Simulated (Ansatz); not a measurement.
**CH₆ClNOSi: small, medium and large basis sets**

How large a basis does CH₆ClNOSi need? Two functionals are run in growing sets.

Method: one geometry, several basis sets; program: Ansatz 0.2.0, Gaussian basis.

Levels to be run: PBE0-D4/def2-SVP; ωB97M-V/def2-SVP; PBE0-D4/def2-QZVPP; ωB97M-V/def2-QZVPP; the functionals' def2-TZVPP values are taken from earlier runs.

## (1) The geometry

An earlier PBE0-D4 in a triple-zeta def2 set relaxation fixed the geometry.

11 atoms, charge 0, spin multiplicity 1.

Atoms are counted from 1 here; the program's logs count them from 0.

Bond lengths: C1–O2 1.411 Å, C1–H6 1.094 Å, C1–H7 1.096 Å, C1–H8 1.091 Å, O2–Si3 1.631 Å, Si3–N4 1.690 Å, Si3–Cl5 2.059 Å, Si3–H9 1.479 Å, N4–H10 1.007 Å, N4–H11 1.007 Å. Angles: O2–C1–H6 111.0°, O2–C1–H7 111.5°, O2–C1–H8 108.1°, H6–C1–H7 108.7°, H6–C1–H8 108.9°, H7–C1–H8 108.6°, C1–O2–Si3 124.2°, O2–Si3–N4 112.8°, O2–Si3–Cl5 107.7°, O2–Si3–H9 109.7°, N4–Si3–Cl5 107.9°, N4–Si3–H9 110.0°, Cl5–Si3–H9 108.5°, Si3–N4–H10 120.6°, Si3–N4–H11 121.3°, H10–N4–H11 112.2°.

## (2) PBE0-D4 in def2-SVP

in.yaml reads:

```yaml
crystal:
  periodic: [false, false, false]
  atoms:
    - {symbol: C, position_ang: [-1.201376, 1.472205, -0.166385]}
    - {symbol: O, position_ang: [-0.495651, 0.323170, -0.581228]}
    - {symbol: Si, position_ang: [0.460734, -0.566620, 0.395780]}
    - {symbol: N, position_ang: [1.212022, -1.847029, -0.411201]}
    - {symbol: Cl, position_ang: [1.933562, 0.671553, 1.129690]}
    - {symbol: H, position_ang: [-0.513816, 2.282844, 0.093643]}
    - {symbol: H, position_ang: [-1.839264, 1.261906, 0.699714]}
    - {symbol: H, position_ang: [-1.834462, 1.797906, -0.992775]}
    - {symbol: H, position_ang: [-0.330930, -1.080366, 1.534573]}
    - {symbol: H, position_ang: [0.700016, -2.685100, -0.632477]}
    - {symbol: H, position_ang: [1.974566, -1.687568, -1.048733]}
basis:
  gaussian: {orbitals: def2-SVP}
hamiltonian: {xc: pbe0, dispersion: d4}
output: {orbitals: {seedname: orbitals}}
```

Run with:

```
> ansatz run in.yaml --threads 4 --pin off --events-out ev --progress --plain --max-ram 10444MiB
```

Output:

```text
Functional definition: PBE0
  name "PBE0"
  cite "Adamo & Barone, J. Chem. Phys. 110, 6158 (1999) doi:10.1063/1.478522"
  cite "Perdew, Burke & Ernzerhof, Phys. Rev. Lett. 77, 3865 (1996) doi:10.1103/PhysRevLett.77.3865"
  parent pbe
  parameter a = 0.25
  parameter kappa = 0.804
  parameter beta = 0.06672455060314922
  exchange = (1 - a)*pbe_x(kappa = kappa, mu = beta*pi^2/3) + a*exact_x
  correlation = pbe_c(beta = beta)
1055 factors; integrals over basis functions are off by at most 1.3e-3 eV
mean field evaluation 1: about -25044.9347 eV, gradient 6.2e1 eV
mean field evaluation 2: about -25038.3381 eV, gradient 8.3e1 eV
mean field evaluation 4: about -25052.4177 eV, gradient 3.7e0 eV
mean field evaluation 8: about -25052.6119 eV, gradient 2.0e-1 eV
mean field evaluation 16: about -25052.6120 eV, gradient 3.6e-5 eV
mean field -25052.61198008 eV, -920.6665089975 hartree, gradient 3.6e-5 eV, S^2 0.000000; 0 other end points of the search recorded, 0 dependent functions left out
reference -25052.61200651 eV, -920.6665099689 hartree; 29, 29 occupied and 79, 79 virtual orbitals, 1055 factors
Total energy: -25052.82378260 eV, -920.6742925967 hartree
```

Wall time 1.2 s (4 threads of Arm Neoverse V1, shared host).

## (3) ωB97M-V in def2-SVP

Edit in.yaml of step 2 so:

```diff
@@ -16,3 +16,3 @@
   gaussian: {orbitals: def2-SVP}
-hamiltonian: {xc: pbe0, dispersion: d4}
+hamiltonian: {xc: {name: wB97M-V}}
 output: {orbitals: {seedname: orbitals}}
```

Launched as before.

Output, cut to the lines that bear on the results:

```text
Functional definition: wB97M-V
  name "wB97M-V"
  cite "Mardirossian & Head-Gordon, J. Chem. Phys. 144, 214110 (2016) doi:10.1063/1.4952647"
  cite "Becke, J. Chem. Phys. 107, 8554 (1997) doi:10.1063/1.475007"
  cite "Vydrov & Van Voorhis, J. Chem. Phys. 133, 244103 (2010) doi:10.1063/1.3521275"
  # Of w^i u^j: cxij and so on, Table III.
[...]
  gx(w, u) = 1 - cx + cx01*u + cx10*w
  gss(w, u) = css00 + css04*u^4 + css10*w + css20*w^2 + css43*w^4*u^3
  gos(w, u) = cos00 + cos10*w + (cos20 + cos21*u)*w^2 + (cos60 + cos61*u)*w^6
[...]
      + integral(e_c_pw_mod_opposite_spin*gos(b97_w_opposite, b97_u_opposite)) + vv10(b, c)
1055 factors; integrals over basis functions are off by at most 1.3e-3 eV
304 factors; integrals over basis functions are off by at most 8.1e-6 eV
[...]
mean field -25062.25334358 eV, -921.0208225711 hartree, gradient 3.2e-5 eV, S^2 0.000000; 0 other end points of the search recorded, 0 dependent functions left out
reference -25062.25338460 eV, -921.0208240787 hartree; 29, 29 occupied and 79, 79 virtual orbitals, 1055 factors
Total energy: -25062.25338460 eV, -921.0208240787 hartree
```

It took 4.7 s on 4 threads of Arm Neoverse V1, shared host.

## (4) PBE0-D4 in def2-QZVPP

Edit in.yaml of step 3 so:

```diff
@@ -15,4 +15,4 @@
 basis:
-  gaussian: {orbitals: def2-SVP}
-hamiltonian: {xc: {name: wB97M-V}}
+  gaussian: {orbitals: "def2-QZVPP.json"}
+hamiltonian: {xc: pbe0, dispersion: d4}
 output: {orbitals: {seedname: orbitals}}
```

The command is unchanged.

Output:

```text
Functional definition: PBE0
  name "PBE0"
  cite "Adamo & Barone, J. Chem. Phys. 110, 6158 (1999) doi:10.1063/1.478522"
  cite "Perdew, Burke & Ernzerhof, Phys. Rev. Lett. 77, 3865 (1996) doi:10.1103/PhysRevLett.77.3865"
  parent pbe
  parameter a = 0.25
  parameter kappa = 0.804
  parameter beta = 0.06672455060314922
  exchange = (1 - a)*pbe_x(kappa = kappa, mu = beta*pi^2/3) + a*exact_x
  correlation = pbe_c(beta = beta)
1651 factors; their error is unknown
mean field evaluation 1: about -25055.7993 eV, gradient 7.7e1 eV
mean field evaluation 2: about -25043.3525 eV, gradient 1.1e2 eV
mean field evaluation 4: about -25066.3888 eV, gradient 6.5e0 eV
mean field evaluation 8: about -25066.4812 eV, gradient 3.5e-1 eV
mean field evaluation 16: about -25066.4813 eV, gradient 5.6e-5 eV
mean field -25066.48134098 eV, -921.1761986096 hartree, gradient 5.6e-5 eV, S^2 0.000000; 0 other end points of the search recorded, 0 dependent functions left out
reference -25066.48137949 eV, -921.1762000249 hartree; 29, 29 occupied and 462, 462 virtual orbitals, 1651 factors
Total energy: -25066.69315558 eV, -921.1839826527 hartree
```

Run time: 9.5 s. Hardware: 4 threads of Arm Neoverse V1, shared host; peak memory 1.9 GiB.

## (5) ωB97M-V in def2-QZVPP

Edit in.yaml of step 4 so:

```diff
@@ -16,3 +16,3 @@
   gaussian: {orbitals: "def2-QZVPP.json"}
-hamiltonian: {xc: pbe0, dispersion: d4}
+hamiltonian: {xc: {name: wB97M-V}}
 output: {orbitals: {seedname: orbitals}}
```

Same command.

Output, cut to the lines that bear on the results:

```text
Functional definition: wB97M-V
  name "wB97M-V"
  cite "Mardirossian & Head-Gordon, J. Chem. Phys. 144, 214110 (2016) doi:10.1063/1.4952647"
  cite "Becke, J. Chem. Phys. 107, 8554 (1997) doi:10.1063/1.475007"
  cite "Vydrov & Van Voorhis, J. Chem. Phys. 133, 244103 (2010) doi:10.1063/1.3521275"
  # Of w^i u^j: cxij and so on, Table III.
[...]
  gx(w, u) = 1 - cx + cx01*u + cx10*w
  gss(w, u) = css00 + css04*u^4 + css10*w + css20*w^2 + css43*w^4*u^3
  gos(w, u) = cos00 + cos10*w + (cos20 + cos21*u)*w^2 + (cos60 + cos61*u)*w^6
[...]
      + integral(e_c_pw_mod_opposite_spin*gos(b97_w_opposite, b97_u_opposite)) + vv10(b, c)
1615 factors; their error is unknown
379 factors; integrals over basis functions are off by at most 1.7e-5 eV
[...]
mean field -25076.22406960 eV, -921.5342372827 hartree, gradient 5.5e-5 eV, S^2 0.000000; 0 other end points of the search recorded, 0 dependent functions left out
reference -25076.22413102 eV, -921.5342395397 hartree; 29, 29 occupied and 462, 462 virtual orbitals, 1615 factors
Total energy: -25076.22413102 eV, -921.5342395397 hartree
```

Wall time 20 s (4 threads of Arm Neoverse V1, shared host); peak memory 2.2 GiB.

## (6) Density functionals: the series

The def2-TZVPP values come from earlier runs at the same geometry.

| functional | basis | functions | energy (eV) | from the largest (eV) | HOMO (eV) | LUMO (eV) |
| --- | --- | --- | --- | --- | --- | --- |
| PBE0-D4 | def2-SVP | 108 | -25052.8238 | 13.869 | -7.78 | 1.59 |
| PBE0-D4 | def2-TZVPP | 261 | -25065.7619 | 0.931 | -8.01 | 0.85 |
| PBE0-D4 | def2-QZVPP | 491 | -25066.6932 | 0.000 | -8.05 | 0.56 |
| ωB97M-V | def2-SVP | 108 | -25062.2534 | 13.971 | -10.17 | 3.29 |
| ωB97M-V | def2-TZVPP | 261 | -25075.3420 | 0.882 | -10.41 | 2.31 |
| ωB97M-V | def2-QZVPP | 491 | -25076.2241 | 0.000 | -10.46 | 1.82 |

## (7) Outcome

| quantity | value |
| --- | --- |
| PBE0-D4: double and triple zeta above quadruple | 13.87, 0.93 eV |
| ωB97M-V: double and triple zeta above quadruple | 13.97, 0.88 eV |

In words: For PBE0-D4 the step from double to triple zeta gains 12.94 eV and the next only 0.93 eV. These are total energies; as a rule much of such shifts cancels in differences, which this series doesn't test. The LUMO of ωB97M-V is positive and keeps falling with the basis (3.29 to 1.82 eV): an unbound level that the basis holds in place.

For PBE0-D4 the largest set took about 8 times as long as the smallest (9.5 s against 1.2 s).
